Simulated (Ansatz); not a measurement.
# C2H7NO2Se: the cost of one run

Program: Ansatz 0.2.0. Level of theory: RKS B3LYP-D4/def2-SVP. These are calculated values, not measurements.

1 further run of the same task is left out (it didn't finish).

### Step 1. The structure to begin with

Bond lengths: C1–O2 1.472 Å, O2–C3 1.405 Å, C3–N4 1.508 Å, C3–O5 1.432 Å, C3–Se6 1.946 Å, C1–H7 1.104 Å, C1–H8 1.055 Å, C1–H9 1.083 Å, N4–H10 0.990 Å, N4–H11 1.123 Å, O5–H12 0.963 Å, Se6–H13 1.564 Å. Angles (14 of 18 angles, heavy atoms first): C1–O2–C3 112.1°, O2–C3–N4 113.2°, O2–C3–O5 111.3°, O2–C3–Se6 109.8°, N4–C3–O5 105.1°, N4–C3–Se6 108.7°, O5–C3–Se6 108.6°, O2–C1–H7 104.6°, O2–C1–H8 110.2°, O2–C1–H9 109.0°, C3–N4–H10 113.7°, C3–N4–H11 103.8°, C3–O5–H12 106.7°, C3–Se6–H13 92.7°.

As a file:

```xyz
13

C     0.0727   -1.4061   -0.8635
O    -0.7866   -0.2891   -0.4381
C    -0.0979    0.6282    0.3732
N     0.4731    0.0049    1.6215
O     1.0285    1.1858   -0.3137
Se   -1.2897    2.0780    0.8880
H    -0.4933   -1.8997   -1.6724
H     0.2351   -2.0689   -0.0586
H     0.9948   -1.0071   -1.2665
H     1.2393   -0.5977    1.4507
H    -0.3674   -0.6271    2.0145
H     0.6898    1.5812   -1.1239
H    -1.6781    2.3829   -0.5964
```

### Step 2. End point A

input.yaml

```yaml
crystal:
  periodic: [false, false, false]
  atoms:
    - { symbol: C, position_ang: [0.0727, -1.4061, -0.8635] }
    - { symbol: O, position_ang: [-0.7866, -0.2891, -0.4381] }
    - { symbol: C, position_ang: [-0.0979, 0.6282, 0.3732] }
    - { symbol: "N", position_ang: [0.4731, 0.0049, 1.6215] }
    - { symbol: O, position_ang: [1.0285, 1.1858, -0.3137] }
    - { symbol: Se, position_ang: [-1.2897, 2.078, 0.888] }
    - { symbol: H, position_ang: [-0.4933, -1.8997, -1.6724] }
    - { symbol: H, position_ang: [0.2351, -2.0689, -0.0586] }
    - { symbol: H, position_ang: [0.9948, -1.0071, -1.2665] }
    - { symbol: H, position_ang: [1.2393, -0.5977, 1.4507] }
    - { symbol: H, position_ang: [-0.3674, -0.6271, 2.0145] }
    - { symbol: H, position_ang: [0.6898, 1.5812, -1.1239] }
    - { symbol: H, position_ang: [-1.6781, 2.3829, -0.5964] }
basis:
  gaussian: { orbitals: def2-SVP }
hamiltonian:
  xc: b3lyp
  dispersion: d4
relax:
  f_tol: 0.015
  max_steps: 40
```

The run is started by

```
$ ansatz run input.yaml --threads 2 --pin off --max-ram 3072MiB --backend cpu --events-out ev --progress --plain --runs-dir out
```

Q: Estimate wall time and peak memory on 2 threads of Intel Xeon at 2.80GHz (Skylake/Cascade Lake), shared host.

About 67 s, with a peak of 0.44 GiB.
